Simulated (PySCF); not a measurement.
# C3H8B2Si: electronic excitations and core binding energies

Wanted: the electronic excitations and core binding energies of C3H8B2Si (`BB(C)C#C[SiH3]`), by calculation.

Computed with PySCF 2.14.0, with density-fitted response routines of our own, on a single molecule in the gas phase. Atoms are numbered from 0 throughout.

### Step 1. The starting structure

14 atoms, charge 0, multiplicity 1; geometry from: GFN2-xTB.

Bonds of the start (Å): B0–B1 1.63, B1–C2 1.59, B1–C3 1.51, C3–C4 1.22, C4–Si5 1.85, B0–H6 1.17, B0–H7 1.17, C2–H8 1.09, C2–H9 1.09, C2–H10 1.09, Si5–H11 1.47, Si5–H12 1.47, Si5–H13 1.47.

### Step 2. TDDFT and polarisability: wB97X-D/def2-SVPD

What the job is given:

```
{"job": {"kind": "uv", "xc": "wB97X-D", "basis": "def2-SVPD", "nstates": 8, "ntriplets": 3}, "charge": 0, "multiplicity": 1}
B     -2.162338     1.231341    -0.240851
B     -1.242311    -0.005873     0.302437
C     -1.851945    -1.365370     0.863819
C      0.260542     0.103934     0.272686
C      1.472190     0.202651     0.239609
Si     3.311097     0.348185     0.195108
H     -2.496007     1.321018    -1.362380
H     -2.537224     2.097002     0.457138
H     -1.106882    -2.051832     1.259094
H     -2.583235    -1.170569     1.646899
H     -2.389668    -1.880996     0.068533
H      3.704574     0.842880    -1.128374
H      3.908171    -0.968311     0.444239
H      3.712357     1.295468     1.239901
```

Method: TDDFT wB97X-D/def2-SVPD, vertical, gas phase, core orbitals frozen in the response.

On the command line:

```bash
$ OMP_NUM_THREADS=1 python probes_run.py task.json out
```

This one command runs all jobs of the session in turn.

Log:

```text
coarse grid: 12016 points
cycle   1  E = -457.8639894515  dE =  3.930e-01  |g| = 3.211e-01  |ddm| = 9.588e+00
cycle   2  E = -457.8866819712  dE = -2.269e-02  |g| = 2.141e-01  |ddm| = 1.521e+00
cycle   3  E = -457.8987112504  dE = -1.203e-02  |g| = 6.226e-02  |ddm| = 6.547e-01
cycle   4  E = -457.8994390379  dE = -7.278e-04  |g| = 4.059e-02  |ddm| = 1.881e-01
cycle   5  E = -457.8998698896  dE = -4.309e-04  |g| = 3.207e-03  |ddm| = 1.001e-01
cycle   6  E = -457.8998754331  dE = -5.544e-06  |g| = 9.242e-04  |ddm| = 1.979e-02
final grid: 110944 points
cycle   7  E = -457.9654122443  dE = -7.871e-05  |g| = 2.785e-03  |ddm| = 1.817e-01
cycle   8  E = -457.9654145058  dE = -2.261e-06  |g| = 1.395e-03  |ddm| = 2.200e-02
cycle   9  E = -457.9654150592  dE = -5.534e-07  |g| = 5.844e-04  |ddm| = 4.439e-03
cycle  10  E = -457.9654151781  dE = -1.189e-07  |g| = 2.830e-04  |ddm| = 1.805e-03
cycle  11  E = -457.9654152044  dE = -2.623e-08  |g| = 9.615e-05  |ddm| = 7.744e-04
cycle  12  E = -457.9654152118  dE = -7.430e-09  |g| = 2.717e-05  |ddm| = 3.744e-04
cycle  13  E = -457.9654152130  dE = -1.244e-09  |g| = 8.477e-06  |ddm| = 1.603e-04
cycle  14  E = -457.9654152131  dE = -9.436e-11  |g| = 3.517e-06  |ddm| = 4.161e-05
converged SCF energy = -457.9654152131

Static polarisability (au): isotropic 94.922, principal 70.566 82.635 131.564

Singlet excitations
state   eV       nm        f      main configurations
  1   4.0082    309.3   0.00087   H->L 0.97
  2   4.8092    257.8   0.00936   H->L+1 0.72, H-2->L+1 0.18
  3   5.4812    226.2   0.10861   H-1->L 0.66, H->L+3 0.14, H-2->L+1 0.13
  4   5.7298    216.4   0.00624   H-2->L 0.87
  5   5.9815    207.3   0.00031   H-1->L+1 0.58, H-3->L+1 0.31
  6   6.4328    192.7   0.00034   H-3->L+1 0.55, H-1->L+1 0.18, H-1->L+3 0.17
  7   6.5890    188.2   0.12434   H-2->L+1 0.59, H->L+1 0.24
  8   6.8135    182.0   0.00589   H-4->L 0.65, H-6->L 0.23

Triplet excitations (Tamm-Dancoff, eV): 3.7074 4.1315 4.2110
```

Wall time 45 s (1 thread of AMD EPYC, shared host); peak memory 0.77 GiB.

Frontier orbitals and where they lie:

```
orbital      eV                       atoms
 HOMO−3  -11.86   B0 43 %, H7 21 %, H6 20 %
 HOMO−2  -10.97   B0 23 %, B1 20 %, C3 15 %
 HOMO−1  -10.25   C3 38 %, C4 35 %, Si5 7 %
   HOMO   -9.37   C4 32 %, C3 25 %, B1 12 %
   LUMO   -0.17   B1 28 %, C4 21 %, C3 20 %
 LUMO+1    0.18   B0 48 %, B1 15 %, H6 10 %
 LUMO+2    1.77  Si5 26 %, B1 25 %, B0 14 %
```

With each of the 8 states as a Gaussian band of 0.4 eV half-width at 1/e, the curve within the window shown has maxima at 226 nm (ε 4,600), 188 nm (ε 5,200) L/(mol cm). Beyond the last state computed it falls off for lack of states. The curve at chosen wavelengths:

(nm, ε (L/mol/cm)): (174, 1039), (182, 4043), (189, 5162), (197, 2993), (204, 1585), (212, 2364), (219, 3927), (227, 4568), (234, 3680), (242, 2154), (250, 1110), (257, 664), (265, 415), (272, 277), (280, 165), (287, 103), (295, 65), (303, 49), (310, 41), (318, 35), (325, 28), (333, 21), (340, 15), (348, 10), (355, 7), (363, 4)

Ground-state properties from the same run:

```
           property  computed
  dipole moment (D)      0.39
polarisability (Å³)     14.07
 HOMO–LUMO gap (eV)      9.20
      −ε(HOMO) (eV)      9.37
```

### Step 3. Core holes by ΔSCF: SCAN, X2C

The job, as its differences from that of step 2:

```diff
@@ -1,2 +1,2 @@
-{"job": {"kind": "uv", "xc": "wB97X-D", "basis": "def2-SVPD", "nstates": 8, "ntriplets": 3}, "charge": 0, "multiplicity": 1}
+{"job": {"kind": "xps"}, "charge": 0, "multiplicity": 1}
 B     -2.162338     1.231341    -0.240851
```

With the program's defaults for keys left out, this is: delta-SCF UKS SCAN, pcX-2 on the ionised atom, pcseg-1 elsewhere, spin-free X2C.

Log:

```text
ground state, core basis on atom 0 (B), 159 functions
  cycle   1  E = -458.63425161  |g| = 4.92e-01
  cycle   2  E = -458.57566200  |g| = 6.42e-01
  cycle   3  E = -458.69229998  |g| = 2.27e-01
  cycle   4  E = -458.70604028  |g| = 6.16e-02
  cycle   5  E = -458.70706188  |g| = 1.82e-02
  cycle   6  E = -458.70716747  |g| = 4.11e-03
  cycle   7  E = -458.70717195  |g| = 1.95e-03
  cycle   8  E = -458.70717375  |g| = 3.23e-04
  E(ground) = -458.74556599 Eh
hole in B 1s of atom 0
  cycle   1  E = -451.10663221  |g| = 1.15e+00
  cycle   2  E = -449.03951695  |g| = 1.92e+00
  cycle   3  E = -451.22776064  |g| = 6.21e-01
  cycle   4  E = -451.32120561  |g| = 5.59e-01
  cycle   5  E = -451.40555856  |g| = 3.73e-01
  cycle   6  E = -451.48493423  |g| = 2.01e-01
  cycle   7  E = -451.51049925  |g| = 1.46e-01
  cycle   8  E = -451.47356389  |g| = 2.37e-01
  cycle   9  E = -451.48051045  |g| = 2.22e-01
  cycle  10  E = -451.47882115  |g| = 2.25e-01
  cycle  11  E = -451.47253353  |g| = 2.37e-01
  cycle  12  E = -451.47940085  |g| = 2.22e-01
  cycle  13  E = -451.47855654  |g| = 2.24e-01
  cycle  14  E = -451.50179252  |g| = 1.66e-01
  cycle  15  E = -451.47533676  |g| = 2.32e-01
  cycle  16  E = -451.47418487  |g| = 2.34e-01
  cycle  17  E = -451.50426953  |g| = 1.57e-01
  cycle  18  E = -451.51088712  |g| = 1.33e-01
  cycle  19  E = -451.52575985  |g| = 2.79e-02
  cycle  20  E = -451.51431295  |g| = 1.17e-01
  cycle  21  E = -451.52214310  |g| = 6.76e-02
  cycle  22  E = -451.52621878  |g| = 1.10e-02
  cycle  23  E = -451.52628005  |g| = 8.62e-03
  cycle  24  E = -451.52625510  |g| = 9.97e-03
  cycle  25  E = -451.52630595  |g| = 5.78e-03
  cycle  26  E = -451.52633427  |g| = 1.28e-03
  cycle  27  E = -451.52633515  |g| = 1.34e-03
  cycle  28  E = -451.52633567  |g| = 9.68e-04
  cycle  29  E = -451.52633638  |g| = 5.09e-04
  cycle  30  E = -451.52633578  |g| = 1.53e-04
  E(ion) = -451.56355491 Eh   <S^2> = 1.2482   hole on atom = 1.000   binding energy = 195.432 eV
ground state, core basis on atom 1 (B), 159 functions
  cycle   1  E = -458.70872902  |g| = 4.92e-02
  cycle   2  E = -458.70833888  |g| = 4.37e-02
  cycle   3  E = -458.70822790  |g| = 4.84e-02
  cycle   4  E = -458.70887708  |g| = 1.00e-02
  cycle   5  E = -458.70890266  |g| = 1.08e-03
  cycle   6  E = -458.70890524  |g| = 2.34e-04
  E(ground) = -458.74734610 Eh
hole in B 1s of atom 1
  cycle   1  E = -451.10602436  |g| = 1.17e+00
  cycle   2  E = -448.61209344  |g| = 2.10e+00
  cycle   3  E = -451.13753569  |g| = 7.32e-01
  cycle   4  E = -451.35201319  |g| = 5.57e-01
  cycle   5  E = -451.51991236  |g| = 1.25e-01
  cycle   6  E = -451.53283775  |g| = 2.67e-02
  cycle   7  E = -451.53342183  |g| = 9.32e-03
  cycle   8  E = -451.53351159  |g| = 6.61e-03
  cycle   9  E = -451.53355680  |g| = 3.59e-03
  cycle  10  E = -451.53358058  |g| = 3.71e-03
  cycle  11  E = -451.53359786  |g| = 1.58e-03
  cycle  12  E = -451.53360432  |g| = 6.44e-04
  cycle  13  E = -451.53360505  |g| = 2.57e-04
  E(ion) = -451.57230704 Eh   <S^2> = 0.8281   hole on atom = 1.000   binding energy = 195.243 eV
ground state, core basis on atom 2 (C), 159 functions
  cycle   1  E = -458.71463879  |g| = 5.75e-02
  cycle   2  E = -458.71443268  |g| = 3.09e-02
  cycle   3  E = -458.71394358  |g| = 5.14e-02
  cycle   4  E = -458.71467498  |g| = 1.29e-02
  cycle   5  E = -458.71471894  |g| = 9.90e-04
  cycle   6  E = -458.71471919  |g| = 1.08e-04
  E(ground) = -458.75219638 Eh
hole in C 1s of atom 2
  cycle   1  E = -447.49099668  |g| = 1.50e+00
  cycle   2  E = -446.81840733  |g| = 1.77e+00
  cycle   3  E = -447.87928144  |g| = 5.68e-01
  cycle   4  E = -447.84638445  |g| = 5.80e-01
  cycle   5  E = -448.05560981  |g| = 8.41e-02
  cycle   6  E = -448.05869308  |g| = 3.98e-02
  cycle   7  E = -448.05967816  |g| = 8.87e-03
  cycle   8  E = -448.05973203  |g| = 2.23e-03
  cycle   9  E = -448.05973623  |g| = 8.89e-04
  cycle  10  E = -448.05973696  |g| = 3.56e-04
  E(ion) = -448.09552946 Eh   <S^2> = 0.7664   hole on atom = 1.000   binding energy = 289.983 eV
ground state, core basis on atom 3 (C), 159 functions
  cycle   1  E = -458.71873041  |g| = 6.01e-02
  cycle   2  E = -458.71828771  |g| = 4.80e-02
  cycle   3  E = -458.71802034  |g| = 5.64e-02
  cycle   4  E = -458.71880517  |g| = 1.62e-02
  cycle   5  E = -458.71888812  |g| = 9.86e-04
  cycle   6  E = -458.71888877  |g| = 2.73e-04
  E(ground) = -458.75774574 Eh
hole in C 1s of atom 3
  cycle   1  E = -447.48185076  |g| = 1.51e+00
  cycle   2  E = -445.59921741  |g| = 2.27e+00
  cycle   3  E = -447.93153532  |g| = 4.61e-01
  cycle   4  E = -448.02835199  |g| = 2.74e-01
  cycle   5  E = -448.05940555  |g| = 1.39e-01
  cycle   6  E = -448.06971595  |g| = 4.62e-02
  cycle   7  E = -448.07090016  |g| = 1.31e-02
  cycle   8  E = -448.07112399  |g| = 6.43e-03
  cycle   9  E = -448.07124372  |g| = 5.04e-03
  cycle  10  E = -448.07130888  |g| = 2.39e-03
  cycle  11  E = -448.07132041  |g| = 9.42e-04
  cycle  12  E = -448.07132114  |g| = 4.67e-04
  E(ion) = -448.10841369 Eh   <S^2> = 0.8370   hole on atom = 1.000   binding energy = 289.783 eV
ground state, core basis on atom 4 (C), 159 functions
  cycle   1  E = -458.71926419  |g| = 6.46e-02
  cycle   2  E = -458.71743896  |g| = 8.84e-02
  cycle   3  E = -458.71868218  |g| = 5.48e-02
  cycle   4  E = -458.71949756  |g| = 9.30e-03
  cycle   5  E = -458.71952756  |g| = 1.36e-03
  cycle   6  E = -458.71952653  |g| = 2.05e-04
  E(ground) = -458.75783783 Eh
hole in C 1s of atom 4
  cycle   1  E = -447.47594223  |g| = 1.51e+00
  cycle   2  E = -444.20413363  |g| = 2.58e+00
  cycle   3  E = -447.64653248  |g| = 7.37e-01
  cycle   4  E = -447.98785258  |g| = 3.69e-01
  cycle   5  E = -448.01549015  |g| = 3.40e-01
  cycle   6  E = -448.07046457  |g| = 5.94e-02
  cycle   7  E = -448.07264859  |g| = 1.78e-02
  cycle   8  E = -448.07300567  |g| = 8.76e-03
  cycle   9  E = -448.07317919  |g| = 6.02e-03
  cycle  10  E = -448.07329223  |g| = 2.98e-03
  cycle  11  E = -448.07330375  |g| = 2.22e-03
  cycle  12  E = -448.07330845  |g| = 7.85e-04
  cycle  13  E = -448.07330976  |g| = 1.68e-04
  E(ion) = -448.11066513 Eh   <S^2> = 0.8454   hole on atom = 1.000   binding energy = 289.724 eV
ground state, core basis on atom 5 (Si), 170 functions
  cycle   1  E = -458.80922982  |g| = 2.88e-01
  cycle   2  E = -458.80794957  |g| = 8.04e-02
  cycle   3  E = -458.79819930  |g| = 2.00e-01
  cycle   4  E = -458.80949998  |g| = 1.56e-02
  cycle   5  E = -458.80954245  |g| = 1.32e-03
  cycle   6  E = -458.80954147  |g| = 3.80e-04
  E(ground) = -458.80555172 Eh
hole in Si 1s of atom 5
  cycle   1  E = -389.87210126  |g| = 4.35e+00
  cycle   2  E = -387.62331007  |g| = 2.64e+00
  cycle   3  E = -378.77484841  |g| = 3.38e+00
  cycle   4  E = -390.77628326  |g| = 4.75e-01
  cycle   5  E = -390.90072985  |g| = 2.04e-01
  cycle   6  E = -390.92675755  |g| = 6.08e-02
  cycle   7  E = -390.92830399  |g| = 3.40e-02
  cycle   8  E = -390.92902126  |g| = 1.02e-02
  cycle   9  E = -390.92907555  |g| = 4.29e-03
  cycle  10  E = -390.92908598  |g| = 1.45e-03
  cycle  11  E = -390.92908811  |g| = 5.19e-04
  cycle  12  E = -390.92908865  |g| = 2.58e-04
  E(ion) = -390.93353930 Eh   <S^2> = 0.7523   hole on atom = 1.000   binding energy = 1846.892 eV
hole in Si 2p of atom 5
  cycle   1  E = -454.52966425  |g| = 1.23e+00
  cycle   2  E = -452.26205440  |g| = 1.79e+00
  cycle   3  E = -453.96676484  |g| = 1.07e+00
  cycle   4  E = -454.79090097  |g| = 3.23e-01
  cycle   5  E = -454.84549140  |g| = 1.21e-01
  cycle   6  E = -454.85293729  |g| = 3.63e-02
  cycle   7  E = -454.85381486  |g| = 1.13e-02
  cycle   8  E = -454.85389811  |g| = 3.98e-03
  cycle   9  E = -454.85390897  |g| = 1.67e-03
  cycle  10  E = -454.85391066  |g| = 5.22e-04
  cycle  11  E = -454.85391175  |g| = 3.37e-04
  E(ion) = -454.86175855 Eh   <S^2> = 0.7519   hole on atom = 1.002   binding energy = 107.316 eV
  2p3/2 = 107.092 eV   2p1/2 = 107.715 eV
```

Wall time 2.2 min (1 thread of AMD EPYC, shared host); peak memory 0.63 GiB.

The holes in one table. −ε is the ground-state orbital energy:

```
       hole  stands for                environment  ΔSCF (eV; 2p as the shell's mean)  −ε (eV)   ⟨S²⟩
  B1s on B0          B0     boron bonded to B, 2 H                  195.43 (doubtful)    179.9  1.248
  B1s on B1          B1     boron bonded to 2 C, B                             195.24    180.0  0.828
  C1s on C2          C2  methyl carbon bonded to B                             289.98    273.1  0.766
  C1s on C3          C3              alkyne carbon                             289.78    273.4  0.837
  C1s on C4          C4              alkyne carbon                             289.72    273.6  0.845
Si1s on Si5         Si5   silicon bonded to C, 3 H                            1846.89   1793.7  0.752
Si2p on Si5         Si5   silicon bonded to C, 3 H                             107.30     96.5  0.752
```

Doubtful: the ion did not converge, its hole moved, or its ⟨S²⟩ is well above 0.75.

With the spin-orbit splitting: Si5 2p3/2 107.09, 2p1/2 107.72 eV. The table gives each 2p level as the mean over the whole 2p shell (two parts 2p3/2, one part 2p1/2), which differs a little from the single hole in the log.

### Step 4. Summary of results

```
                                                    quantity                               value
                          lowest singlet (wB97X-D/def2-SVPD)         4.01 eV (309 nm), f = 0.001
                    brightest single state of those computed         state 7, 6.59 eV, f = 0.124
                                              lowest triplet                             3.71 eV
                            C1s binding energies, SCAN/pcX-2  C2 289.98, C3 289.78, C4 289.72 eV
B1s binding energies, SCAN/pcX-2 (standing for 1 of 2 atoms)                        B1 195.24 eV
                           Si1s binding energies, SCAN/pcX-2                      Si5 1846.89 eV
                           Si2p binding energies, SCAN/pcX-2                       Si5 107.30 eV
```

The lowest singlet, at 4.01 eV, is HOMO→LUMO 0.97 and is dark; of the 8 states computed, the strongest absorption comes from state 7 at 6.59 eV. The lowest triplet lies 0.30 eV below the lowest singlet (triplets in Tamm-Dancoff, singlets in full TDDFT). The C1s levels kept as sound span 0.26 eV, from C4 (alkyne carbon) up to C2 (methyl carbon bonded to B).
